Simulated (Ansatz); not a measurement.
Runs of Ansatz 0.2.0 on NaLaMnMoO6. The structure is monoclinic, space group C2/c (No. 15). Conventional cell: a = 7.589 Å, b = 7.699 Å, c = 8.220 Å, α = 90.00°, β = 90.32°, γ = 90.00°. Na (site symmetry 2) has 4 O at 2.40 Å as nearest neighbours. La (site symmetry 2) has 10 O at 2.57 to 2.89 Å as nearest neighbours. Mn (site symmetry -1) has 6 O at 1.94 to 2.23 Å as nearest neighbours. Mo (site symmetry -1) is surrounded by 6 O at 1.94 to 1.97 Å. O (site symmetry 1) is surrounded by 1 Mo at 1.94 Å and 1 Mn at 2.23 Å. O (site symmetry 1) has 1 Mn at 1.95 Å and 1 Mo at 1.96 Å as nearest neighbours. O (site symmetry 1) has 1 Mn at 1.94 Å and 1 Mo at 1.97 Å as nearest neighbours. The cell was built by a generator and needn't be a form met in nature.

| task | level | potentials or basis | spin | cell | k mesh | cutoff (eV) | points for each segment of the path | gap on the mesh (eV) | pressure (GPa) | moment (μB) | largest force (eV/Å) |
| --- | --- | --- | --- | --- | --- | --- | --- | --- | --- | --- | --- |
| relaxation of cell and atoms | BLYP | Ansatz PAW | collinear, ferromagnetic start | relaxed | 4 × 4 × 3 | 420 | - | none | 0.0 | 6.32 | - |
| band structure | PBE | Ansatz PAW | non-collinear, ferromagnetic start, SOC | as given | 4 × 4 × 3 | 420 | 10 | none | -0.3 | 6.50 | (a) |
| band structure | BLYP | Ansatz PAW | collinear, ferromagnetic start | as given | 5 × 5 × 4 | 420 | 10 | none | (b) | 6.59 | 0.25 |
| single point | PBE | SPMS NC | collinear, ferromagnetic start | as given | 5 × 5 × 4 | 1034 | - | none | 0.4 | 7.05 | 0.09 |

Alike in all rows: smearing fermi-dirac 0.05 eV.

**Question.** Fill in the values left out.

**Answer.** (a) 0.14; (b) 5.3.

Caveats: semilocal functionals often make such compounds metallic where correlation or magnetic order opens a gap, which also shifts bond lengths; the PAW data sets come from PBE, with cores solved anew for the run's functional, which leaves a small shift of forces and pressure (some runs); the starting moments weren't kept (some runs); the plane-wave basis is chosen anew once the cell has moved, so the energies of steps on either side of that aren't comparable (some runs); the thresholds are loose for stress (some runs); spin-orbit coupling is left out, which moves the levels of the heavy elements (some runs).

A k mesh can miss the band edges, and rows without SOC leave out spin-orbit coupling on La, Mo.

A gap of «none» marks a metal or a gap under the smearing width.
